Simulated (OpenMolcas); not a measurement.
# Tm³⁺ among point charges: CASSCF and CASPT2 levels and susceptibility

How does a field of 6 point charges split the states of Tm³⁺, and what χT follows?

The numbers are computed with OpenMolcas 26.06 (state-averaged CASSCF and CASPT2, spin-orbit coupling by RASSI with atomic mean-field integrals), except any that are marked as measured or tabulated.

## 1. What is computed

* Species: Tm³⁺ (thulium, Z = 69, 66 electrons)
* Basis: ANO-RCC-VTZP [8s7p5d3f2g1h], 104 functions
* Scalar Hamiltonian: DKH2, point nucleus
* Inactive shells: 1s 2s 2p 3s 3p 3d 4s 4p 4d 5s 5p
* Active space: 12 electrons in 7 orbitals (4f)
* Some configurations of this space: 4f¹²
* Orbitals: optimised for the highest spin of each parity, averaged over all roots

The outer shells:

4f12
```
4f [↑↓][↑↓][↑↓][↑↓][↑↓][↑ ][↑ ]
```

The ion sits among 6 point charges of -0.5 e arranged as an octahedron (Oh), 2.38 Å from the ion.

The work runs as a chain of OpenMolcas steps in one folder; each step below is one input file. Labels, J, g values, rates, χT and fits are worked out afterwards by a script from the matrices that RASSI stores. The input lists half of the charges; inversion (Group=XYZ) makes the rest.

## 2. One- and two-electron integrals

The input, a.inp:

```
&GATEWAY
Coord
1

Tm 0.0 0.0 0.0
Basis=ANO-RCC-VTZP
Group=XYZ
NoMove
AngMom=0.0 0.0 0.0
AMFI
XField
3 Angstrom 0
2.380000 0.000000 0.000000 -0.500000
0.000000 2.380000 0.000000 -0.500000
0.000000 0.000000 2.380000 -0.500000
&SEWARD
```

## 3. CASSCF: triplets of even parity, 21 roots

The input, a.inp:

```
&RASSCF
FileOrb=start.orb
Symmetry=1
Spin=3
nActEl=12 0 0
Inactive=15 12
Ras2=0 7
CIRoot=21 21 1
SDav=21
CIMx=300
Iter=120 100
PrWF=0.3
OrbListing=Nothing
MaxOrb=0
>>> COPY $Project.JobIph JOB001
```

start.orb holds the contracted functions of the basis, ordered by shell, or the orbitals of the step before.

## 4. Reference wave functions, singlets of even parity, 28 roots

The input, a.inp:

```
&RASSCF
FileOrb=start.orb
Symmetry=1
Spin=1
nActEl=12 0 0
Inactive=15 12
Ras2=0 7
CIRoot=28 28 1
SDav=28
CIMx=300
Iter=120 100
PrWF=0.3
OrbListing=Nothing
MaxOrb=0
CIOnly
>>> COPY $Project.JobIph JOB002
```

## 5. State interaction with spin-orbit coupling

The input, a.inp:

```
&RASSI
NrOfJobIphs=2 21 27
1 2 3 4 5 6 7 8 9 10 11 12 13 14 15 16 17 18 19 20 21
1 2 3 4 5 6 7 8 9 10 11 12 13 14 15 16 17 18 19 20 21 22 23 24 25 26 27
IphNames
JOB001
JOB002
EJob
SpinOrbit
DIPRint=1.0
SOCoupling=1000.0
Subsets=2
Property=9
'ANGMOM' 1 'ANGMOM' 2 'ANGMOM' 3 'MLTPL  1' 1 'MLTPL  1' 2 'MLTPL  1' 3
'AMFI' 1 'AMFI' 2 'AMFI' 3
SOProperty=3
'ANGMOM' 1 'ANGMOM' 2 'ANGMOM' 3
```

## 6. CASPT2: IPEA 0.25, imaginary shift 0.1 (closed shells correlated: 5s 5p)

The input, a.inp:

```
>>> COPY JOB001 $Project.JobIph
&CASPT2
Multistate=21 1 2 3 4 5 6 7 8 9 10 11 12 13 14 15 16 17 18 19 20 21
NoMult
Frozen=14 9
IPEA=0.25
Imaginary=0.1
MaxIter=60
WThr=0.0 0.3 0.05
PrWF=0.5
NoMix
>>> COPY JOB002 $Project.JobIph
&CASPT2
Multistate=27 1 2 3 4 5 6 7 8 9 10 11 12 13 14 15 16 17 18 19 20 21 22
23 24 25 26 27
NoMult
Frozen=14 9
IPEA=0.25
Imaginary=0.1
MaxIter=60
WThr=0.0 0.3 0.05
PrWF=0.5
NoMix
```

(Steps that only read results are left out.)

Q: Predict the outcome of this session. Wanted: spin-free ground state; first state of the same spin within the active space; lowest level; next level.

**Answer**, as computed:

```
                                            quantity                                                                        value
                                              method  SS-CASPT2, IPEA 0.25, imaginary shift 0.1 (closed shells correlated: 5s 5p)
                              spin-free ground state                                              3T1, 3-fold in its orbital part
first state of the same spin within the active space                                                              3E at 61.1 cm⁻¹
                                        lowest level                                                                    1-fold A1
                                          next level                                                                    27.7 cm⁻¹
                                         χT at 300 K                                                               7.14 cm³ K/mol
                           effective moment at 300 K                                                                      7.55 μB
```

Cost by method:

| method | time of its own steps | time with the reference |
| --- | --- | --- |
| A. CASSCF | 11 s | 11 s |
| B. SS-CASPT2, IPEA 0.25, imaginary shift 0.1, +5s 5p | 24 s | 35 s |

Times are of one thread on a shared host.

In words: The spin-free ground state (3T1) comes to 100 % from free-ion H terms and keeps the highest spin of the shell. The singlets rest on orbitals optimised for another spin in at least one step, which raises them against the optimised states. Not all states of the active space went into the spin-orbit step. CASPT2 does not keep the components of a term degenerate, and the means are used. This is an electrostatic model: the charges have no orbitals.
